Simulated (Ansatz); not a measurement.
# C2H5NOSn: a nudged elastic band in two tries

Wanted: a band of images between two relaxed ends, and a check that the input is sound. SMILES of the start: C1=C[O][SnH2][NH]1.

Method: RKS PBE-D4/def2-SVP, in Ansatz 0.2.0.

**1. The starting structure**

Bond lengths: C1–C2 1.359 Å, C2–O3 1.373 Å, O3–Sn4 2.050 Å, C1–N5 1.422 Å, Sn4–N5 2.076 Å, C1–H6 1.101 Å, C2–H7 1.102 Å, Sn4–H8 1.725 Å, Sn4–H9 1.743 Å, N5–H10 1.026 Å. Angles (14 of 16 angles, heavy atoms first): C1–C2–O3 122.0°, C2–C1–N5 119.9°, C2–O3–Sn4 106.9°, O3–Sn4–N5 85.4°, C1–N5–Sn4 105.2°, C1–C2–H7 123.6°, O3–C2–H7 114.5°, C2–C1–H6 121.9°, N5–C1–H6 118.0°, O3–Sn4–H8 109.0°, O3–Sn4–H9 112.9°, N5–Sn4–H8 113.0°, N5–Sn4–H9 119.9°, C1–N5–H10 114.3°.

As a file:

```xyz
10

C     0.9085    0.8964   -0.1895
C     1.1366    0.1383    0.9156
O     0.3240   -0.9157    1.2546
Sn   -1.1784   -0.9812   -0.1391
N    -0.1423    0.5507   -1.0829
H     1.5528    1.7485   -0.4543
H     1.9756    0.3092    1.6086
H    -1.0893   -2.4785   -0.9902
H    -2.7517   -0.6736    0.5446
H    -0.6529    1.3545   -1.4644
```

**2. First try**

Input file input.yaml:

```yaml
crystal:
  periodic: [false, false, false]
  atoms:
    - { symbol: C, position_ang: [0.908499, 0.896429, -0.189485] }
    - { symbol: C, position_ang: [1.136632, 0.138284, 0.915551] }
    - { symbol: O, position_ang: [0.323991, -0.915691, 1.254627] }
    - { symbol: Sn, position_ang: [-1.178378, -0.981159, -0.13915] }
    - { symbol: "N", position_ang: [-0.142291, 0.550686, -1.082863] }
    - { symbol: H, position_ang: [1.552772, 1.748548, -0.454329] }
    - { symbol: H, position_ang: [1.975638, 0.309221, 1.608596] }
    - { symbol: H, position_ang: [-1.089271, -2.478461, -0.990178] }
    - { symbol: H, position_ang: [-2.75174, -0.673557, 0.544588] }
    - { symbol: H, position_ang: [-0.652852, 1.354499, -1.464357] }
basis:
  gaussian: { orbitals: def2-SVP }
hamiltonian:
  xc: pbe
  dispersion: d4
neb:
  order_check: false
  images: 5
  f_tol: 0.05
  max_iterations: 8
  final_atoms:
    - { symbol: C, position_ang: [0.9263392, 0.98154796, -0.43823047] }
    - { symbol: C, position_ang: [1.62778729, 0.51946521, 0.70455698] }
    - { symbol: O, position_ang: [1.19095183, -0.66773054, 1.1345315] }
    - { symbol: Sn, position_ang: [-1.44840274, -0.96600284, 0.39674503] }
    - { symbol: "N", position_ang: [-0.35138891, 0.61698103, -0.63219132] }
    - { symbol: H, position_ang: [1.34896062, 1.8286952, -1.00629593] }
    - { symbol: H, position_ang: [1.45990263, -0.78477808, 2.07071057] }
    - { symbol: H, position_ang: [-0.83542012, -2.32733265, -0.54476038] }
    - { symbol: H, position_ang: [-2.9188772, -0.54560267, -0.5212908] }
    - { symbol: H, position_ang: [-0.91685261, 1.29355636, -1.16077519] }
  initial_path:
    images:
      - { positions_ang: [[0.908499, 0.896429, -0.189485], [1.136632, 0.138284, 0.915551], [0.323991, -0.915691, 1.254627], [-1.178378, -0.981159, -0.13915], [-0.142291, 0.550686, -1.082863], [1.552772, 1.748548, -0.454329], [1.975638, 0.309221, 1.608596], [-1.089271, -2.478461, -0.990178], [-2.75174, -0.673557, 0.544588], [-0.652852, 1.354499, -1.464357]] }
      - { positions_ang: [[0.91906982, 0.93192137, -0.20680233], [1.17360733, 0.2009392, 0.88603158], [0.35712671, -0.86349282, 1.234617], [-1.1213575, -0.97170289, -0.10275046], [-0.19172998, 0.58224231, -1.04662732], [1.52607302, 1.80232573, -0.49758535], [1.80675265, 0.06621151, 1.68260456], [-1.02916967, -2.44624466, -1.00232029], [-2.7004952, -0.63437787, 0.62587308], [-0.65687717, 1.28097712, -1.57004047]] }
      - { positions_ang: [[0.92964063, 0.96741375, -0.22411966], [1.21058265, 0.2635944, 0.85651216], [0.39026242, -0.81129465, 1.214607], [-1.06433701, -0.96224678, -0.06635091], [-0.24116895, 0.61379862, -1.01039165], [1.49937405, 1.85610346, -0.5408417], [1.6378673, -0.17679798, 1.75661311], [-0.96906835, -2.41402833, -1.01446259], [-2.6492504, -0.59519874, 0.70715817], [-0.66090235, 1.20745524, -1.67572394]] }
      - { positions_ang: [[0.94021145, 1.00290612, -0.24143699], [1.24755798, 0.3262496, 0.82699274], [0.42339814, -0.75909647, 1.194597], [-1.00731651, -0.95279067, -0.02995137], [-0.29060793, 0.64535493, -0.97415597], [1.47267507, 1.90988119, -0.58409805], [1.46898195, -0.41980746, 1.83062167], [-0.90896702, -2.38181199, -1.02660488], [-2.5980056, -0.55601961, 0.78844325], [-0.66492752, 1.13393336, -1.78140741]] }
      - { positions_ang: [[0.93558736, 0.99578674, -0.30703482], [1.37430108, 0.3906548, 0.78618082], [0.67924937, -0.72864116, 1.17457517], [-1.15434525, -0.95719473, 0.11228077], [-0.31086825, 0.63589697, -0.86016775], [1.43143692, 1.88281919, -0.72483067], [1.46595551, -0.54146433, 1.9106513], [-0.88445139, -2.36365221, -0.86599005], [-2.7049628, -0.5525473, 0.35186523], [-0.74890255, 1.18714103, -1.57453]] }
      - { positions_ang: [[0.93096328, 0.98866735, -0.37263265], [1.50104419, 0.45506001, 0.7453689], [0.9351006, -0.69818585, 1.15455333], [-1.30137399, -0.96159878, 0.2545129], [-0.33112858, 0.626439, -0.74617953], [1.39019877, 1.8557572, -0.8655633], [1.46292907, -0.6631212, 1.99068094], [-0.85993575, -2.34549243, -0.70537521], [-2.81192, -0.54907498, -0.08471278], [-0.83287758, 1.24034869, -1.3676526]] }
      - { positions_ang: [[0.9263392, 0.98154796, -0.43823047], [1.62778729, 0.51946521, 0.70455698], [1.19095183, -0.66773054, 1.1345315], [-1.44840274, -0.96600284, 0.39674503], [-0.35138891, 0.61698103, -0.63219132], [1.34896062, 1.8286952, -1.00629593], [1.45990263, -0.78477808, 2.07071057], [-0.83542012, -2.32733265, -0.54476038], [-2.9188772, -0.54560267, -0.5212908], [-0.91685261, 1.29355636, -1.16077519]] }
  n_images: 5
```

Command:

```sh
$ ansatz run input.yaml --threads 2 --pin off --max-ram 3072MiB --backend cpu --events-out ev --progress --plain --runs-dir out
```

What does the calculation give? Wanted: first try.

As calculated:

```
 quantity                                                                               value
first try                                                                             refused
    cause  one key bears a name from other programs (dt, n_images) that this one doesn't know
```

The fault in the first input was caught at the input check and cost nothing.
